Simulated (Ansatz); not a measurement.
# SiNi2: the cost of one run

Method: DFT PBE, scalar-relativistic, plane waves, PAW, in Ansatz 0.2.0.

1 further run of the same task is left out (it didn't finish).

## (1) The starting structure

The structure is orthorhombic, space group Pnma (No. 62). Conventional cell: a = 4.929 Å, b = 3.697 Å, c = 7.002 Å, α = 90.00°, β = 90.00°, γ = 90.00°. Si (site symmetry m) is surrounded by 10 Ni at 2.29 to 2.68 Å. Ni (site symmetry m) has 5 Si at 2.32 to 2.55 Å and 8 Ni at 2.54 to 2.68 Å as nearest neighbours. Around Ni (site symmetry m) lie 5 Si at 2.29 to 2.68 Å and 8 Ni at 2.54 to 2.68 Å.

Coordinates:

```
Si Ni
1.0
     4.92874    0.00000    0.00000
     0.00000    3.69733    0.00000
     0.00000    0.00000    7.00207
Si Ni
4 8
Direct
  0.29080 0.25000 0.61334
  0.70920 0.75000 0.38666
  0.79080 0.25000 0.88666
  0.20920 0.75000 0.11334
  0.45788 0.25000 0.29275
  0.54212 0.75000 0.70725
  0.95788 0.25000 0.20725
  0.04212 0.75000 0.79275
  0.32885 0.25000 0.93955
  0.67115 0.75000 0.06045
  0.82885 0.25000 0.56045
  0.17115 0.75000 0.43955
```

The structure comes from the Materials Project (structure only).

(A quick probe on a coarse mesh, which set the mesh and smearing, is not shown.)

## (3) Full relaxation

Input file input.yaml:

```yaml
crystal:
  lattice:
    - [4.92873769, 0.0, 0.0]
    - [0.0, 3.69732692, 0.0]
    - [0.0, 0.0, 7.00206904]
  atoms:
    - { symbol: Si, position: [0.29079786, 0.25, 0.61334354] }
    - { symbol: Si, position: [0.70920214, 0.75, 0.38665646] }
    - { symbol: Si, position: [0.79079786, 0.25, 0.88665646] }
    - { symbol: Si, position: [0.20920214, 0.75, 0.11334354] }
    - { symbol: Ni, position: [0.45787963, 0.25, 0.29275013] }
    - { symbol: Ni, position: [0.54212037, 0.75, 0.70724987] }
    - { symbol: Ni, position: [0.95787963, 0.25, 0.20724987] }
    - { symbol: Ni, position: [0.04212037, 0.75, 0.79275013] }
    - { symbol: Ni, position: [0.32885332, 0.25, 0.93954786] }
    - { symbol: Ni, position: [0.67114668, 0.75, 0.06045214] }
    - { symbol: Ni, position: [0.82885332, 0.25, 0.56045214] }
    - { symbol: Ni, position: [0.17114668, 0.75, 0.43954786] }
basis:
  ecutwfc: 420
kpoints:
  mp_grid: { grid: [8, 10, 6] }
hamiltonian:
  xc: pbe
scf:
  occupations: { method: gaussian, width: 0.1 }
output:
  forces: true
  stress: true
  eigenvalues: true
  write_density: true
  write_potential: true
  elf: true
  volumetric_format: npy
relax:
  adjacent_minimum: "off"
  f_tol: 0.005
  max_steps: 80
  cell: { stress_tol: 0.05 }
```

The run is started by

```console
$ ansatz run input.yaml --threads 4 --pin off --max-ram 8192MiB --backend cpu --events-out ev --progress --plain --runs-dir out
```

Q: Estimate wall time and peak memory on 4 threads of Arm Neoverse V2, shared host.

About 3.3 min, with a peak of 1.3 GiB.
